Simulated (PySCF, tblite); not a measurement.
# C₇H₁₁FGe: geometry, infrared bands and NMR shifts

Wanted: the infrared bands and NMR shifts of C₇H₁₁FGe (`C=CC(=C)C(=C)[CH2][GeH2][F]`), by calculation.

Computed with tblite 0.8.0 and PySCF 2.14.0, with density-fitted response routines of our own, on a single molecule in the gas phase. Atoms are numbered from 0 throughout.

## (1) The molecule as given

20 atoms, charge 0, multiplicity 1; geometry from: force field or distance geometry start.

Bonds of the start (Å): C0–C1 1.34, C1–C2 1.47, C2–C3 1.34, C2–C4 1.49, C4–C5 1.34, C4–C6 1.50, C6–Ge7 1.95, Ge7–F8 1.75, C0–H9 1.08, C0–H10 1.09, C1–H11 1.09, C3–H12 1.09, C3–H13 1.07, C5–H14 1.08, C5–H15 1.08, C6–H16 1.11, C6–H17 1.11, Ge7–H18 1.56, Ge7–H19 1.55.

## (2) Geometry optimisation with GFN2-xTB

Job settings and geometry (Å):

```
{"job": {"kind": "relax", "xc": "GFN2-xTB", "basis": "xTB"}, "charge": 0, "multiplicity": 1}
C      1.546600    -1.659100     0.821200
C      1.873100    -0.362900     0.804000
C      1.059500     0.685700     0.182400
C      1.301300     1.976300     0.462900
C     -0.025800     0.362100    -0.785400
C      0.245500    -0.377800    -1.874000
C     -1.437300     0.817900    -0.536900
Ge    -2.397400    -0.559600     0.451500
F     -1.633700    -0.819600     2.008700
H      2.171700    -2.378600     1.320600
H      0.622500    -2.012100     0.359900
H      2.782400    -0.084200     1.333500
H      2.077700     2.241100     1.181900
H      0.745100     2.769300     0.004200
H     -0.531000    -0.638800    -2.572200
H      1.256000    -0.719400    -2.056000
H     -1.452200     1.750000     0.072100
H     -1.969300     1.014400    -1.487900
H     -3.872000    -0.110700     0.663400
H     -2.367800    -1.883600    -0.357000
```

The run is started by

```console
> OMP_NUM_THREADS=1 python probes_run.py task.json out
```

This one command runs all jobs of the session in turn.

**Question.** This job is followed by: GFN2-xTB harmonic vibrations, gas phase; GIAO PBE0/pcSseg-1 NMR shielding, non-relativistic, gas phase. Predict these results of the whole session: strongest single infrared mode (GFN2-xTB); zero-point energy (GFN2-xTB); 13C shifts against TMS (PBE0/pcSseg-1); 1H shifts against TMS (PBE0/pcSseg-1, means over atoms taken as alike); 73Ge shifts against GeMe4 (PBE0/pcSseg-1); 19F shifts against CFCl3 (PBE0/pcSseg-1); surface potential, 1st and 99th percentile.

**Answer**, as computed:

| quantity | value |
| --- | --- |
| strongest single infrared mode (GFN2-xTB) | 1962 cm⁻¹, 478 km/mol |
| zero-point energy (GFN2-xTB) | 93.1 kcal/mol |
| 13C shifts against TMS (PBE0/pcSseg-1) | 158.6, 151.3, 146.9, 124.1, 124.0, 120.3, 36.7 ppm |
| 1H shifts against TMS (PBE0/pcSseg-1, means over atoms taken as alike) | 6.80, 5.91, 5.59, 5.54, 5.53, 5.47, 5.38, 5.02, 2.44 ppm |
| 73Ge shifts against GeMe4 (PBE0/pcSseg-1) | 32 ppm |
| 19F shifts against CFCl3 (PBE0/pcSseg-1) | -249.9 ppm |
| surface potential, 1st and 99th percentile | -1.65 V and 1.64 V |

**Reading.** Over 151 steps the energy fell by 0.236 eV; of the close pairs, Ge7–H19 changed most, 1.552 to 1.505 Å. All 54 modes are real, so the xTB geometry is a minimum. The strongest single mode, at 1962 cm⁻¹, moves mainly H19. Unscaled tight-binding wavenumbers are off by several per cent, some by more. Its intensities can rank the bands wrongly. The most deshielded hydrogen is H11 (hydrogen on an alkene CH), at 6.80 ppm: olefinic region. At PBE0/pcSseg-1: Shielding is most anisotropic at Ge7 (span 324 ppm, paramagnetic term -1456 ppm). At PBE0/pcSseg-1, counted by nearest atom on the grid, the HOMO lies on C0, C3 about 22 % each; C2 13 %, the LUMO on C0, C3 about 21 % each; C2 16 %. Spin-orbit coupling is left out, which matters for shieldings and couplings at and beside the heavy atoms.
